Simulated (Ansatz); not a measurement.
# CsGeBr3 and its elements: formation energy from the elements, by script

Is CsGeBr3 stable against its elements? Wanted for CsGeBr3 and its elements: a formation energy from the elements.

Program: the Python package of Ansatz 0.2.0. Level of theory: DFT r2SCAN, plane waves, PAW. These are calculated values, not measurements.

## (1) Starting point

CsGeBr3 Pm-3m: The structure is cubic, space group Pm-3m (No. 221). Conventional cell: a = 5.533 Å, b = 5.533 Å, c = 5.533 Å, α = 90.00°, β = 90.00°, γ = 90.00°. Around Cs (site symmetry m-3m) lie 12 Br at 3.91 Å. Around Ge (site symmetry m-3m) lie 6 Br at 2.77 Å. Br (site symmetry 4/mmm) is surrounded by 2 Ge at 2.77 Å and 4 Cs at 3.91 Å.

Cs Im-3m: It takes space group Im-3m (No. 229, cubic). The conventional cell has a = 6.067 Å, b = 6.067 Å, c = 6.067 Å, α = 90.00°, β = 90.00°, γ = 90.00°.

Ge Fd-3m: Symmetry: Fd-3m, No. 227, cubic system. The conventional cell has a = 5.658 Å, b = 5.658 Å, c = 5.658 Å, α = 90.00°, β = 90.00°, γ = 90.00°. Ge (site symmetry -43m) is surrounded by 4 Ge at 2.45 Å.

Br Cmce: It takes space group Cmce (No. 64, orthorhombic). Conventional cell: a = 6.726 Å, b = 4.645 Å, c = 8.702 Å, α = 90.00°, β = 90.00°, γ = 90.00°. Around Br (site symmetry m) lie 1 Br at 2.29 Å.

The script holds or builds the structure itself.

## (2) The script

run_formation.py reads:

```python
from collections import Counter
import warnings

import ansatz as az
from ase import Atoms
import numpy as np

XC = "r2SCAN"
ECUT = 550
KSPACING = 0.3
SMEARING = "fermi_dirac"
WIDTH_EV = 0.05


def compute(name, crystal):
    calc = (
        crystal.calculation()
        .functional(XC)
        .basis(ECUT)
        .kpoints(spacing=KSPACING)
        .occupations(SMEARING, width=WIDTH_EV)
        .stress()
    )
    calc = calc.relax(force_tolerance=0.02, fix_cell=["shape"])
    return calc.run(threads=1)


def counts(outcome):
    return Counter(site.symbol for site in outcome.lattice.sites)

def formation_energy(outcome, mu):
    n = counts(outcome)
    return (outcome.report["energy_sigma0_ev"] - sum(k * mu[element] for element, k in n.items())) / sum(n.values())


def volume_per_atom(outcome):
    return abs(np.linalg.det(outcome.lattice.cell_ang)) / len(outcome.lattice.sites)

warnings.simplefilter("ignore", az.DeckWarning)

phases = {}
atoms = Atoms(
    ["Cs", "Ge", "Br", "Br", "Br"],
    scaled_positions=[
        (0.0, 0.0, 0.0),
        (0.5, 0.5, 0.5),
        (0.5, 0.5, 0.0),
        (0.5, 0.0, 0.5),
        (0.0, 0.5, 0.5),
    ],
    cell=[
        (5.533327, 0.0, 0.0),
        (0.0, 5.533327, 0.0),
        (0.0, 0.0, 5.533327),
    ],
    pbc=True,
)
csgebr3 = az.Crystal.from_ase(atoms)
phases["CsGeBr3"] = csgebr3
cs = (
    az.Lattice.bcc(6.067)
    .space_group(229)
    .atom("Cs", (0.0, 0.0, 0.0))
    .primitive()
)
phases["Cs"] = cs
ge = (
    az.Lattice.from_parameters(4.000683, 4.000683, 4.000683, alpha=60.0, beta=60.0, gamma=60.0)
    .atom("Ge", (0.0, 0.0, 0.0))
    .atom("Ge", (0.25, 0.25, 0.25))
)
phases["Ge"] = ge
br = (
    az.Lattice.of((3.36325, -2.32255, 0.0), (3.36325, 2.32255, 0.0), (0.0, 0.0, 8.7023))
    .atom("Br", (0.8651, 0.1349, 0.1099))
    .atom("Br", (0.6349, 0.3651, 0.6099))
    .atom("Br", (0.1349, 0.8651, 0.8901))
    .atom("Br", (0.3651, 0.6349, 0.3901))
)
phases["Br"] = br

done = {}
for name, crystal in phases.items():
    done[name] = compute(name, crystal)
    print(f"{name}: {done[name].report['energy_sigma0_ev']:.4f} eV, {len(done[name].lattice.sites)} atoms")

references = {"Cs": "Cs", "Ge": "Ge", "Br": "Br"}
mu = {element: done[name].report["energy_sigma0_ev"] / len(done[name].lattice.sites) for element, name in references.items()}

target = done["CsGeBr3"]
heat = formation_energy(target, mu)
for element, value in mu.items():
    print(f"mu({element}) = {value:.4f} eV from {references[element]}, {volume_per_atom(done[references[element]]):.2f} A^3/atom")
print(f"formation energy of CsGeBr3: {heat:.4f} eV/atom = {96.4853 * heat:.1f} kJ/mol of atoms")
```

## (3) The run

Started as:

```bash
$ python run_formation.py
```

**Question.** Is CsGeBr3 bound against its elements at this level, and by how much?

The runs gave:

| quantity | value |
| --- | --- |
| formation energy | -1.2137 eV/atom |
| runs compared | 4 |
| energy of CsGeBr3 (run 1) from the elements | -1214 meV/atom |

**Reading.** The formation energy is negative: it is stable against its elements at zero temperature, which says nothing yet of competing compounds. The formation energy is -1.214 eV an atom (-117.1 kJ per mole of atoms), so CsGeBr3 lies below the reference phases. In run 1, the volume grew by 1.3 % over 2 moves, and the space group stayed Pm-3m. In run 3, the volume grew by 0.8 % over 2 moves, and the space group stayed Fd-3m. Notes:
- For the metals among these cells the mesh is coarse, so their volumes and pressures are rough.
- Atoms and volume are relaxed with the cell's shape held, which in cells of lower than cubic symmetry can hide stresses and shift volumes.
- The compound is the structure given, not necessarily its lowest; energies are at zero temperature, with no correction for gases. A semilocal functional's error on such energies is often 0.05 to 0.1 eV an atom, and 0.1 to 0.3 eV against gases such as O2 or F2. Whether this is the phase that is stable at ambient conditions was not tested.
